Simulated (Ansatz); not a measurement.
# HfCl (octet): wave-function methods side by side, def2-TZVPP

One table from this session's results is given with a row withheld; the runs are named, their logs left out.

Method: def2-TZVPP, core rule «outside noble gas», up to 9 orbitals frozen; program: Ansatz 0.2.0, Gaussian basis.

To be run: UHF; ROHF; CCSD(T) on UHF.

### The geometry

The geometry is a PBE0/def2-TZVP stationary point (not a proven minimum) of the parent state, kept for this charge and spin. No spin-orbit coupling is included. Elements past krypton take def2 core potentials.

2 atoms, charge 0, spin multiplicity 8.

Atoms are counted from 1 here; the program's logs count them from 0.

Bond lengths: Hf1–Cl2 3.106 Å.

The first run:

in.yaml

```yaml
crystal:
  periodic: [false, false, false]
  atoms:
    - {symbol: Hf, position_ang: [0.000000, 0.000000, 0.000000]}
    - {symbol: Cl, position_ang: [0.000000, 0.000000, 3.105600]}
basis:
  gaussian: {orbitals: def2-TZVPP}
magnetization: {spin_polarized: true, initial_magnetization: 7}
hamiltonian: {xc: hf}
output: {orbitals: {seedname: orbitals}}
```

On the command line:

```sh
> ansatz run in.yaml --threads 1 --pin off --events-out ev --progress --plain --max-ram 4096MiB --backend cpu
```

Steps of the session up to this table: UHF; ROHF; CCSD(T) on UHF.

One table of the session follows, with a row left open; its other results are not shown here.

It belongs to the step «Misses and costs». 

| method | from UCCSD(T) (kcal/mol) |
| --- | --- |
| ROHF | +135.13 |
| UHF | ? |
| UMP2 | +27.10 |
| UCCSD | +4.23 |
| UCCSD(T) | 0 |

**Question.** Estimate the row for UHF.

**Answer.** from UCCSD(T) (kcal/mol): +129.13. In the column «from UCCSD(T) (kcal/mol)» it lies between UMP2 (+27.10) and ROHF (+135.13).
